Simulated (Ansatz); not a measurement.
## CH3BrGeS, SMILES C[S][Ge][Br]: a rigid scan of one bond angle, step by step

With Ansatz 0.2.0, Python API.

The cells in order, each with its output:

**Cell 1**
```python
import ansatz
from ase import Atoms
```

**Cell 2**
```python
atoms = Atoms(["C", "S", "Ge", "Br", "H", "H", "H"], positions=[
    (-0.2067, 0.6814, -0.5917),
    (1.2691, -0.2529, -0.7402),
    (0.4195, -1.9655, 0.4014),
    (0.2503, -1.3461, 2.6416),
    (-0.1178, 1.679, -1.1605),
    (-1.1032, 0.1907, -1.0622),
    (-0.4501, 0.9454, 0.466),
])
```

**Cell 3**
```python
# relax first, so that the scan starts from a minimum
first = (
    ansatz.Crystal.molecule_from_ase(atoms).calculation()
    .basis(gaussian="def2-SVP")
    .functional("HF")
    .relax(force_tolerance=0.02, max_steps=80)
)
atoms.positions = first.run(threads=1, pin="off").report["positions_ang"]
```

**Cell 4**
```python
rows = []
for angle in [85, 95, 105, 115, 125, 140, 160]:
    bent = atoms.copy()
    bent.set_angle(0, 1, 2, angle, indices=[2, 3])
    base = ansatz.Crystal.molecule_from_ase(bent).calculation()
    base = base.basis(gaussian="def2-SVP").functional("HF")
    rows.append((angle, base.run(threads=1, pin="off").report["free_energy_ev"]))
floor = min(e for _, e in rows)
for angle, e in rows:
    print(f"angle C0-S1-Ge2 = {angle:3d} deg   {1000 * (e - floor):9.1f} meV")
```
Output:
```text
angle C0-S1-Ge2 =  85 deg      1739.9 meV
angle C0-S1-Ge2 =  95 deg       480.2 meV
angle C0-S1-Ge2 = 105 deg        52.5 meV
angle C0-S1-Ge2 = 115 deg         0.0 meV
angle C0-S1-Ge2 = 125 deg       127.4 meV
angle C0-S1-Ge2 = 140 deg       494.2 meV
angle C0-S1-Ge2 = 160 deg      1102.8 meV
```

The scan is rigid, and the energies are electronic, in a modest basis. The zero is the lowest point of the grid, which needn't be the minimum. Wall time of the script: 95 s on 1 thread of Arm Neoverse V1, on a shared host, peak memory 0.35 GiB.
